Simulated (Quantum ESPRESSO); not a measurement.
InP: relaxation of the atoms with LDA

InP:

```xyz
2
Lattice="-0.0146 2.9112 2.9112 2.9112 -0.0146 2.9112 2.8967 2.8967 0.0000" Properties=species:S:1:pos:R:3 pbc="T T T"
In    0.0000    0.0000    0.0000
P     1.4483    1.4483    1.4556
```

The cell was built by a generator and isn't the measured one.

| Quantity | Value |
| --- | --- |
| Program | Quantum ESPRESSO 7.5 |
| Task | relaxation of the atoms |
| Functional | LDA |
| Potentials or basis | PseudoDojo 0.4.1 SR LDA standard |
| Cutoff | 1197 eV |
| Density cutoff | 4789 eV |
| k mesh | 8 × 8 × 8 |
| Occupations | gaussian, width 0.01 eV |
| Spin | no spin polarisation |
| Form of the LDA correlation | PW92 |
| Mixing beta | 0.5 |
| Most SCF iterations | 120 |
| SCF threshold | 4e-10 Ry |
| Most ionic steps | 40 |
| Forc conv thr | 0.0001 Ry/bohr |
| Etot conv thr | 1e-05 Ry |
| Tstress | yes |
| Ion dynamics | bfgs |

```json
{
 "Energy gained by relaxing": "0.2 meV/atom",
 "Ionic steps": "4",
 "Pressure after relaxing": "0.0 GPa",
 "Band gap on the k mesh": "0.56 eV, direct"
}
```

Stress tensor (GPa, compression positive):
```
0.00 0.46 0.00
0.46 0.00 0.00
0.00 0.00 0.00
```

The path:
```
step  energy change (eV)  largest force (eV/Å)  pressure (GPa)
   1              0.0000                0.0833            0.01
   2             -0.0002                0.0551            0.01
   3             -0.0004                0.0235            0.00
   4             -0.0004                0.0002            0.00
```

Final structure:
```
CELL_PARAMETERS angstrom
-0.01456 2.91125 2.91125
2.91125 -0.01456 2.91125
2.89669 2.89669 0.00000
ATOMIC_POSITIONS crystal
In 0.99914 0.99914 0.00086
P 0.25086 0.25086 0.24914
```

Levels at points of the mesh, in eV from the valence-band top:
| k point | band 6 | band 7 | band 8 | band 9 | band 10 | band 11 | band 12 | band 13 |
| --- | --- | --- | --- | --- | --- | --- | --- | --- |
| (0.00, 0.00, 0.00) | -11.73 | -0.07 | -0.03 | 0.00 | 0.56 | 3.88 | 3.93 | 3.99 |
| (0.00, 0.00, -0.50) | -9.90 | -5.97 | -1.09 | -1.06 | 1.28 | 4.64 | 4.66 | 6.92 |
| (0.00, -0.50, 0.00) | -9.93 | -5.99 | -1.05 | -1.01 | 1.37 | 4.69 | 4.71 | 6.94 |
| (0.00, -0.50, -0.50) | -9.22 | -6.00 | -2.46 | -2.46 | 1.54 | 2.08 | 9.08 | 9.51 |
| (-0.50, -0.50, 0.00) | -9.22 | -6.00 | -2.51 | -2.40 | 1.53 | 2.09 | 9.10 | 9.50 |

Wall time 9.8 min on 1 thread of AMD EPYC 7571, with other jobs on the host, peak memory 0.16 GiB.

Caveat: spin-orbit coupling is left out, which moves the levels of the heavy elements.
